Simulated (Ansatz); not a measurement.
# NbB2: structure and electronic properties, part 2 of 2

This session takes NbB2 and sets out to relax cell and atoms, see whether it has a gap, which orbitals make up the states near it and how charge is shared and compare with the cell as listed.

Ansatz 0.2.0; DFT r2SCAN, scalar-relativistic, plane waves, PAW. The steps go on from the part before.

### Step 4. Bands, states and charges

Contents of input.yaml:

```yaml
crystal:
  lattice:
    - [3.1021426598, 0.0, 0.0]
    - [-1.5510713299, 2.6865343495, 0.0]
    - [0.0, 0.0, 3.323444178]
  atoms:
    - { symbol: Nb, position: [0.0, 0.0, 0.0] }
    - { symbol: B, position: [0.3333333333, 0.6666666667, 0.5] }
    - { symbol: B, position: [0.6666666667, 0.3333333333, 0.5] }
basis:
  ecutwfc: 500
kpoints:
  mp_grid: { grid: [18, 18, 14] }
  band_path:
    path:
      - [[0.0, 0.0, 0.0], [0.5, 0.0, 0.0], [0.33333333, 0.33333333, 0.0], [0.0, 0.0, 0.0], [0.0, 0.0, 0.5], [0.5, 0.0, 0.5], [0.33333333, 0.33333333, 0.5], [0.0, 0.0, 0.5]]
      - [[0.5, 0.0, 0.5], [0.5, 0.0, 0.0]]
      - [[0.33333333, 0.33333333, 0.5], [0.33333333, 0.33333333, 0.0]]
    npoints: 14
hamiltonian:
  xc: r2scan
scf:
  occupations: { method: gaussian, width: 0.1 }
  n_extra_bands: 7
output:
  forces: true
  stress: true
  eigenvalues: true
  populations: true
  dos: { projected: true, de: 0.02, nscf_kmesh: { grid: [27, 27, 21] } }
  bader: true
  write_density: true
  write_potential: true
  elf: true
  volumetric_format: npy
```

On the command line:

```console
> ansatz run input.yaml --threads 1 --pin off --max-ram 2560MiB --backend cpu --events-out ev --progress --plain --runs-dir out
```

Standard output:

```text
Warning: RAYON_NUM_THREADS=1 ignored (pool sized by the plan → 1); use --threads N
scf.n_extra_bands = 7 over 10 filled bands (N_el = 19.0): the run solves 17 bands
Engine: ansatz 0.2.0, aarch64-unknown-linux-gnu
Pseudopotentials: kind: paw
Pseudopotential: Nb, paw, valence charge 13, recommended cutoff 500 eV (meta_gga), Nb.paw.azcp
Pseudopotential: B, paw, valence charge 3, recommended cutoff 500 eV (meta_gga), B.paw.azcp
Functional definition: r2SCAN
  parameter k0 = 0.174
  parameter k1 = 0.065
  parameter a1 = 4.9479
  exchange = r2scan_x(k0 = k0, k1 = k1, a1 = a1)
  correlation = r2scan_c
Crystal: 3 atoms, lattice volume = 27.698 Å³
Basis set: ecut = 500 eV, 721 PW (Γ), exchange–correlation on 96×96×100 points (64 copies of the dense FFT grid, shifted against one another)
Bands: 17, of which v1, the nominal top of the filled ones, is band 10 counted from 1 (9 counted from 0)
Symmetry: 24 space group operations
Space group: P6/mmm (ITA 191), of the structure as read, at distance tolerance 3.0e-5 Å
k-points: 296 of 4536
Non-local potential: Nb, projectors of the file, l = 0: 3, l = 1: 2, l = 2: 2, l = 3: 1
Non-local potential: B, projectors of the file, l = 0: 2, l = 1: 2, l = 2: 1
PAW form: soft (Blöchl's): semilocal exchange-correlation on the pseudo side does not see the compensation charge
PAW frozen core: Nb, regenerated for the run's functional (the file was generated under x = pbe(κ = 0.804, μ = 0.2195149727645171), c = pbe(β = 0.06672455060314922))
PAW frozen core: B, regenerated for the run's functional (the file was generated under x = pbe(κ = 0.804, μ = 0.2195149727645171), c = pbe(β = 0.06672455060314922))
PAW one-centre angular grid: Nb, 590 points (default); XC on 160 Gauss nodes
PAW one-centre angular grid: B, 302 points (default); XC on 160 Gauss nodes
Initial density: superposition of atomic densities (neutral atoms: chi_scale 0, normalization atom), corrected by the library's trained network
Initial wavefunctions: pseudopotential atomic-orbital guess
Functional: x = r2scan, c = r2scan; τ floored in thin density (d = 2e-4 eV/Å³)
SCF iter   1: F=—  HF=-4878.961814 eV  |F-HF|=—  |Δ(HF+E_count)|=         —  Δρ=7.32e-3  dr2=7.17e-3  dr2_τ=2.70e-1  ethr=1.77e-3  ⟨swp⟩=5.3  Hψ=27300  notcnv=0  defer=37
preconditioner: auto → none  [metal: Δε(μ)=0.010 eV  Ē_g=12.336 eV  σ=0.100 eV  W_gap=0.06  n_scr=8 (ndim 8)  ℏωp=23.4 eV  f_vac=0.000  D(μ)=1.23/eV (n_scr^D=8)  sad-step TF]
SCF iter   2: F=—  HF=-4879.000981 eV  |F-HF|=—  |Δ(HF+E_count)|=   3.92e-2  Δρ=4.91e-3  dr2=3.05e-3  dr2_τ=1.54e-4  ethr=3.78e-5  ⟨swp⟩=2.0  Hψ=10635  notcnv=0  defer=601
SCF iter   3: F=—  HF=-4879.001481 eV  |F-HF|=—  |Δ(HF+E_count)|=   5.00e-4  Δρ=2.15e-3  dr2=2.51e-3  dr2_τ=1.82e-4  ethr=1.60e-5  ⟨swp⟩=2.1  Hψ=6156  notcnv=0  defer=601
SCF iter   4: F=—  HF=-4879.000825 eV  |F-HF|=—  |Δ(HF+E_count)|=   6.56e-4  Δρ=5.45e-4  dr2=5.50e-5  dr2_τ=1.27e-5  ethr=1.32e-5  ⟨swp⟩=2.4  Hψ=6044  notcnv=0  defer=601
SCF iter   5: F=—  HF=-4879.000828 eV  |F-HF|=—  |Δ(HF+E_count)|=   3.23e-6  Δρ=1.39e-4  dr2=2.84e-6  dr2_τ=4.18e-7  ethr=2.90e-7  ⟨swp⟩=2.2  Hψ=6569  notcnv=0  defer=601
SCF iter   6: F=—  HF=-4879.000830 eV  |F-HF|=—  |Δ(HF+E_count)|=   1.39e-6  Δρ=3.22e-5  dr2=1.36e-7  dr2_τ=2.74e-8  ethr=1.49e-8  ⟨swp⟩=2.3  Hψ=6238  notcnv=0  defer=601
SCF iter   7: F=-4879.000830 eV  HF=-4879.000830 eV  |F-HF|=4.08e-9  |Δ(HF+E_count)|=   5.49e-8  Δρ=5.05e-6  dr2=3.67e-9  dr2_τ=1.52e-9  ethr=5.26e-10  ⟨swp⟩=11.8  Hψ=30019  notcnv=0
SCF 1 converged in 7 iterations: F = -4879.000830 eV  dr2 = 3.67e-9
NSCF: frozen V_eff on 129 k-points
NSCF: frozen V_eff on 825 k-points
SCF converged after 7 iterations
Free energy (F): -4879.000830 eV
Harris-Foulkes:  -4879.000830 eV  (|F-HF|=4.08e-9)
Internal energy: -4878.994644 eV  (E = F + TS)
E sigma→0 (E₀):  -4878.997737 eV
Entropy (-TS):   -0.006186 eV (-2.062 meV/atom)
Fermi energy:    18.591199 eV
--- Per-component energies (eV) ---
  E_band       = -32.757732
  E_kinetic    = 496.074255
  E_local      = -705.134927  (includes V_loc(G=0)·N_el)
  E_nonlocal   = 139.648033
  E_hartree    = 227.004540
  E_xc         = -235.068547
  E_vxc        = -322.860461  (∫ρ·V_xc dr)
  E_paw        = -3250.021080  (= ΣΔE_a)
  E_vpaw       = -113.260086  (= ΣTr[D̂ρ^β])
  E_aug_tail   = 0.000002  (compensation charges beyond the density's cutoff)
  E_vtau       = 18.765330  (kinetic-family band-sum trace: ∫τ·v_τ [+ j·A + Jᵃ·Aᵃ] dr)
  E_ewald      = -1551.267604
  E_core_change = -0.229315  (= ΣΔE_core)
  E_smearing   = -0.006186  (= −TS)
  E_closure    = -0.000000  (closes the sum)
  Σ components = -4879.000830   (vs F -4879.000830, Δ=0.00e0)
--- Forces (eV/Å), atoms counted from 1 ---
  atom   1  Nb     0.00000000     0.00000000     0.00000000
  atom   2  B      0.00000000    -0.00000000     0.00000000
  atom   3  B      0.00000000     0.00000000     0.00000000
  max |Σ_I F_I| component: 1.11e-16 eV/Å
--- Stress (GPa, compression-positive) ---
        0.000108       0.000000       0.000000
        0.000000       0.000108       0.000000
        0.000000       0.000000       0.015172
  P = ⅓ Tr σ = 0.0051 GPa (0.051 kbar)
--- Band table (eV; the first three rows and the last of 296) ---
  k-point 0: bands = ["-39.1161", "-14.5837", "-14.1152", "-14.1152", "3.3112", "14.0426", "14.0426", "14.1308", "15.1293", "19.8854", "19.8854", "21.8713", "21.8713", "22.9680", "23.0112", "23.0112", "26.7602"]
  k-point 1: bands = ["-39.1149", "-14.6031", "-14.1137", "-14.1137", "3.3964", "13.6680", "14.1026", "14.1026", "15.5495", "19.5330", "19.5330", "21.6783", "21.6783", "22.9724", "23.4947", "23.4947", "26.7275"]
  k-point 2: bands = ["-39.1115", "-14.6569", "-14.1094", "-14.1094", "3.6444", "12.8677", "14.2820", "14.2820", "16.2425", "18.8324", "18.8324", "21.1509", "21.1509", "22.9851", "24.5822", "24.5822", "26.6370"]
  k-point 295: bands = ["-38.9845", "-14.7414", "-14.6085", "-14.6085", "7.7092", "7.7092", "11.9864", "13.9557", "13.9557", "20.8971", "23.2979", "23.2979", "23.8178", "23.8178", "24.6854", "28.1704", "28.1704"]
--- Löwdin populations: 3 sites ---
  site symbol       q [e]
     0     Nb     12.3694
     1      B      3.2947
     2      B      3.2947
  spilling = 0.002168 (of n_electrons = 19.000000)
--- Bader charges: 3 sites ---
  site symbol  charge [e]  shift [e]
     0     Nb      1.4129     0.0012
     1      B     -0.7067     0.0006
     2      B     -0.7063     0.0006
  estimated error of the sums over rays = 5.1e-4 e
```

It took 56 s on 1 thread of Arm Neoverse V1, shared host; peak memory 0.55 GiB.

By site:

| atom | Löwdin electrons | Bader charge (e) | Bader volume (Å³) |
| --- | --- | --- | --- |
| Nb1 | 12.37 | +1.41 | 11.4 |
| B2 | 3.29 | -0.71 | 8.2 |
| B3 | 3.29 | -0.71 | 8.2 |

From bands.tsv, the levels nearest the Fermi level at the path's corners, in eV from the Fermi level:

```tsv
point	band 6	band 7	band 8	band 9	band 10	band 11	band 12	band 13
Γ	-4.55	-4.55	-4.46	-3.46	1.29	1.29	3.28	3.28
M	-10.61	-5.54	-4.66	-4.54	0.31	1.75	2.66	3.30
K	-9.86	-8.94	-4.02	-4.02	0.00	0.00	1.17	7.64
Γ	-4.55	-4.55	-4.46	-3.46	1.29	1.29	3.28	3.28
A	-9.12	-2.10	-2.10	-1.86	-1.86	-1.23	-1.23	0.68
L	-8.80	-6.61	-6.14	-3.75	2.23	3.03	3.59	5.19
H	-10.88	-6.61	-4.64	-4.64	2.31	4.71	4.71	5.23
A	-9.12	-2.10	-2.10	-1.86	-1.86	-1.23	-1.23	0.68
L	-8.80	-6.61	-6.14	-3.75	2.23	3.03	3.59	5.19
M	-10.61	-5.54	-4.66	-4.54	0.31	1.75	2.66	3.30
H	-10.88	-6.61	-4.64	-4.64	2.31	4.71	4.71	5.23
K	-9.86	-8.94	-4.02	-4.02	0.00	0.00	1.17	7.64
```

Counts of states by energy window (eV from the Fermi level), total and by projection:

```
from  to  total  Nb 4d  B 2s  B 2p
  -8  -7   0.68   0.16  0.06  0.41
  -7  -6   1.16   0.29  0.05  0.76
  -6  -5   1.60   0.56  0.03  0.93
  -5  -4   1.89   0.81  0.02  1.00
  -4  -3   0.90   0.57  0.00  0.31
  -3  -2   0.37   0.28  0.00  0.09
  -2  -1   0.35   0.27  0.00  0.07
  -1   0   0.71   0.53  0.00  0.15
   0   1   1.24   0.88  0.04  0.28
   1   2   1.38   1.02  0.05  0.27
   2   3   1.92   1.42  0.08  0.38
   3   4   1.25   0.76  0.14  0.30
   4   5   0.82   0.37  0.11  0.27
   5   6   1.37   0.43  0.25  0.57
```

Below -8 eV lie 11 or so more states.

Density in a lattice plane of the grid's cell (edges 3.10 and 3.10 Å, at 0.500 of the third edge), which holds B.

Values in e/Å³, 12 rows by 12 columns:
```
0.21 0.25 0.33 0.46 0.63 0.75 0.76 0.63 0.46 0.32 0.24 0.21
0.26 0.33 0.44 0.60 0.71 0.74 0.73 0.60 0.44 0.32 0.26 0.24
0.36 0.46 0.60 0.68 0.54 0.54 0.68 0.60 0.46 0.36 0.32 0.32
0.51 0.63 0.71 0.54 0.34 0.54 0.73 0.63 0.52 0.46 0.44 0.46
0.67 0.75 0.74 0.54 0.54 0.73 0.76 0.68 0.63 0.60 0.60 0.63
0.75 0.76 0.73 0.68 0.73 0.76 0.75 0.76 0.73 0.68 0.73 0.76
0.67 0.63 0.60 0.60 0.63 0.68 0.76 0.73 0.54 0.54 0.74 0.75
0.51 0.46 0.44 0.46 0.52 0.63 0.73 0.54 0.34 0.54 0.71 0.63
0.36 0.32 0.32 0.36 0.46 0.60 0.68 0.54 0.54 0.68 0.60 0.46
0.26 0.24 0.26 0.32 0.44 0.60 0.73 0.74 0.71 0.60 0.44 0.33
0.21 0.21 0.24 0.32 0.46 0.63 0.76 0.75 0.63 0.46 0.33 0.25
0.19 0.21 0.26 0.36 0.51 0.67 0.75 0.67 0.51 0.36 0.26 0.21
```
Columns run along the first of these edges and rows up along the second, over one cell in 12 and 12 even steps from the bottom left corner. Atoms in the plane (fractional): B at (0.33, 0.67), B at (0.67, 0.33).

ELF in the same plane.

Ten even steps from '0' (0.01) to '9' (0.84):
```
222345678999998876543222
233456777888888766543222
334566666556666665543333
455666543223456666544334
666765310001346766655455
777753100001467877666566
888752000013678887766677
998742000136899987666788
998742112468999876556789
998754335789998753345789
998765567899986421124789
988766678999863100024789
877666778887631000025788
766566677876410000135777
655455666764310001356766
443344566665432234566655
333334556666665566666543
222234566788888877765433
222234567889999987654322
122234678999999987643222
```
Columns run along the first of these edges and rows up along the second, over one cell in 24 and 20 even steps from the bottom left corner. Atoms in the plane (fractional): B at (0.33, 0.67), B at (0.67, 0.33).

Both are smooth fields of the valence electrons: close to the nuclei they are not physical.

The highest ELF values outside the cores: 0.84 on the B–B line, 0.9 Å from B; 0.64 beside B, off the lines to its neighbours, 0.9 Å from B.

### Step 5. Back to the database's cell

Contents of input.yaml:

```yaml
crystal:
  lattice:
    - [3.1100004305, 0.0, 0.0]
    - [-1.5550002153, 2.6933393786, 0.0]
    - [0.0, 0.0, 3.27]
  atoms:
    - { symbol: Nb, position: [0.0, 0.0, 0.0] }
    - { symbol: B, position: [0.3333333333, 0.6666666667, 0.5] }
    - { symbol: B, position: [0.6666666667, 0.3333333333, 0.5] }
basis:
  ecutwfc: 500
kpoints:
  mp_grid: { grid: [18, 18, 14] }
hamiltonian:
  xc: r2scan
scf:
  occupations: { method: gaussian, width: 0.1 }
output:
  forces: true
  stress: true
  eigenvalues: true
  populations: true
```

On the command line:

```console
> ansatz run input.yaml --threads 1 --pin off --max-ram 2560MiB --backend cpu --events-out ev --progress --plain --runs-dir out
```

Standard output, shortened:

```text
[...]
SCF converged after 7 iterations
Free energy (F): -4878.992623 eV
[...]
E sigma→0 (E₀):  -4878.989565 eV
Entropy (-TS):   -0.006115 eV (-2.038 meV/atom)
Fermi energy:    18.846547 eV
[...]
--- Forces (eV/Å), atoms counted from 1 ---
  atom   1  Nb     0.00000000     0.00000000     0.00000000
  atom   2  B     -0.00000000     0.00000000     0.00000000
  atom   3  B      0.00000000    -0.00000000     0.00000000
[...]
--- Stress (GPa, compression-positive) ---
        1.333043      -0.000000      -0.000000
       -0.000000       1.333043      -0.000000
       -0.000000      -0.000000       6.453339
  P = ⅓ Tr σ = 3.0398 GPa (30.398 kbar)
--- Band table (eV; the first three rows and the last of 296) ---
  k-point 0: bands = ["-38.8486", "-14.3015", "-13.8681", "-13.8681", "3.4874", "14.0826", "14.0826", "14.3430", "15.5317", "20.1375", "20.1375", "22.3134", "22.3134", "22.9573"]
[...]
--- Löwdin populations: 3 sites ---
  site symbol       q [e]
     0     Nb     12.3823
     1      B      3.2881
     2      B      3.2881
  spilling = 0.002182 (of n_electrons = 19.000000)
```

Wall time 15 s (1 thread of Arm Neoverse V1, shared host); peak memory 0.44 GiB.

By site:

```
atom  Löwdin electrons
 Nb1             12.38
  B2              3.29
  B3              3.29
```

### Step 6. What came out

What follows sums up all 2 parts. Changes of volume or cell count from the first structure of part 1.

| quantity | value |
| --- | --- |
| relaxed cell | a = 3.102 Å, b = 3.102 Å, c = 3.323 Å, α = 90.00°, β = 90.00°, γ = 120.00° |
| space group (0.01 Å) | P6/mmm (No. 191) |
| volume | 9.23 Å³/atom |
| formation energy (elements from runs with the same settings, not shown) | -0.75 eV/atom |
| gap | none (metal) |
| states at the Fermi level | 0.99 per eV per cell |
| Bader charges | Nb +1.41, B -0.71 e |
| listed cell | 2.7 meV/atom above the relaxed cell, 3.0 GPa, gap none (metal) |

**Reading.** The relaxed volume is 1.1 % larger than at the start. The shape changed too: the edges of the input's cell moved by -0.3, -0.3, +1.6 %. Measured lattice constant a of NbB2: 3.1125 Å (powder; “Evidence of unconventional superconductivity in the Ni-doped NbB2 system”, 2018, arxiv:1810.09976). This calculation gives 3.102 Å (-0.3 %). 3 values of this kind are on record (3.1024 to 3.1125 Å); this one was drawn at random among those near their median, those with a stated uncertainty first. Against the measured lattice constant c of NbB2, 3.2653 Å (powder; “Evidence of unconventional superconductivity in the Ni-doped NbB2 system”, 2018, arxiv:1810.09976), the calculated 3.323 Å is off by +1.8 %. 2 values of this kind are on record (3.2653 to 3.267 Å); this one was drawn at random, those with a stated uncertainty first. 1 more, off the median of the measured values, is set aside. That is the cell relaxed with r2SCAN, without thermal expansion or zero-point motion. It comes out metallic. Of the projected weight within 0.25 eV of the Fermi level, the largest part is Nb 4d (75 %). Bader charges reach 1.4 e, so charge transfer in this metal is strong. The listed cell costs 2.7 meV/atom and carries a pressure of 3.0 GPa at this level.
